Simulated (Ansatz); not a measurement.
# GaGeO: the cost of one run

Method: DFT PBE, scalar-relativistic, plane waves, PAW, in Ansatz 0.2.0.

## (1) The starting structure

Symmetry: P-6m2, No. 187, hexagonal system. Conventional cell: a = 3.944 Å, b = 3.944 Å, c = 3.461 Å, α = 90.00°, β = 90.00°, γ = 120.00°. Ga (site symmetry -6m2) has 3 Ge at 2.28 Å and 6 O at 2.86 Å as nearest neighbours. Ge (site symmetry -6m2) is surrounded by 3 Ga at 2.28 Å and 6 O at 2.86 Å. Around O (site symmetry -6m2) lie 6 Ge at 2.86 Å and 6 Ga at 2.86 Å.

Coordinates:

```
CELL_PARAMETERS angstrom
3.94354 0.00000 0.00000
-1.97177 3.41521 0.00000
0.00000 0.00000 3.46102
ATOMIC_POSITIONS crystal
Ga 0.33333 0.66667 0.50000
Ge 0.00000 0.00000 0.50000
O 0.66667 0.33333 0.00000
```

A structure generator made this guess: species swapped into a database cell of DyCuGe (P-6m2, No. 187), with O on the Dy sites, Ge on the Cu sites and Ga on the Ge sites. Lengths come from tabulated atomic sizes and are only a guess.

## (2) The guess as it stands, on a coarse mesh

input.yaml reads:

```yaml
crystal:
  lattice:
    - [3.94353971, 0.0, 0.0]
    - [-1.97176985, 3.41520557, 0.0]
    - [0.0, 0.0, 3.46102476]
  atoms:
    - { symbol: Ga, position: [0.33333333, 0.66666667, 0.5] }
    - { symbol: Ge, position: [0.0, 0.0, 0.5] }
    - { symbol: O, position: [0.66666667, 0.33333333, 0.0] }
basis:
  ecutwfc: 420
kpoints:
  mp_grid: { grid: [6, 6, 6] }
hamiltonian:
  xc: pbe
scf:
  occupations: { method: gaussian, width: 0.1 }
  lower_state_search: "off"
output:
  forces: true
  stress: true
  eigenvalues: true
```

Command:

```bash
ansatz run input.yaml --threads 1 --pin off --max-ram 2560MiB --backend cpu --events-out ev --progress --plain --runs-dir out
```

What time and memory should one allow on 1 thread of Intel Xeon 6975P-C (Granite Rapids), shared host?

About 1.4 s, with a peak of 0.38 GiB.
